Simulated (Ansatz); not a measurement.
# Ga4Sb3As: the cost of one run

The runs shown are made with Ansatz 0.2.0. PAW datasets, plane waves, zero pressure. No spin polarisation and no zero-point or thermal motion; the cell was built from a prototype and may be hypothetical.

**1. Starting point**

This is the cell as the run starts from it, not yet at rest; its lengths are not the crystal's.

Space group I-42m (No. 121), tetragonal; conventional cell a = 5.855 Å, c = 11.711 Å, 25.09 Å³ an atom. Near As stand 4 Ga at 2.54 Å; near Ga stand 1 As at 2.54 Å and 3 Sb at 2.54 Å; near Sb stand 4 Ga at 2.54 Å.

The structure in full:

```cif
data_structure
_symmetry_space_group_name_H-M 'P 1'
_symmetry_Int_Tables_number 1
_cell_length_a 7.1714
_cell_length_b 7.1714
_cell_length_c 7.1714
_cell_angle_alpha 131.810
_cell_angle_beta 131.810
_cell_angle_gamma 70.529
_cell_volume 200.76
loop_
_atom_site_label
_atom_site_type_symbol
_atom_site_fract_x
_atom_site_fract_y
_atom_site_fract_z
_atom_site_occupancy
As1 As 0.00000 0.00000 0.00000 1
Ga1 Ga 0.62500 0.62500 0.50000 1
Sb1 Sb 0.25000 0.75000 0.50000 1
Ga2 Ga 0.87500 0.37500 0.00000 1
Sb2 Sb 0.50000 0.50000 0.00000 1
Ga3 Ga 0.12500 0.12500 0.50000 1
Sb3 Sb 0.75000 0.25000 0.50000 1
Ga4 Ga 0.37500 0.87500 0.00000 1
```

**2. Relaxing with PBE**

Contents of input.yaml:

```yaml
crystal:
  lattice:
    - [-2.9277143475, 2.9277143475, 5.8554286951]
    - [2.9277143475, -2.9277143475, 5.8554286951]
    - [2.9277143475, 2.9277143475, -5.8554286951]
  atoms:
    - { symbol: As, position: [0.0, 0.0, 0.0] }
    - { symbol: Ga, position: [0.625, 0.625, 0.5] }
    - { symbol: Sb, position: [0.25, 0.75, 0.5] }
    - { symbol: Ga, position: [0.875, 0.375, 0.0] }
    - { symbol: Sb, position: [0.5, 0.5, 0.0] }
    - { symbol: Ga, position: [0.125, 0.125, 0.5] }
    - { symbol: Sb, position: [0.75, 0.25, 0.5] }
    - { symbol: Ga, position: [0.375, 0.875, 0.0] }
kpoints:
  mp_grid: { grid: [6, 6, 6] }
hamiltonian:
  xc: pbe
scf:
  occupations: { method: fermi_dirac, width: 0.02 }
relax:
  f_tol: 0.005
  cell: {}
```

The run is started by

```sh
> ansatz run input.yaml --threads 4 --pin off --max-ram 6451MiB --backend cpu --events-out ev --progress --plain --runs-dir out
```

**Question.** How long does this run take on 4 threads of Intel Xeon 6975P-C (Granite Rapids), shared host, and how much memory does it need?

About 25 s, with a peak of 0.9 GiB.
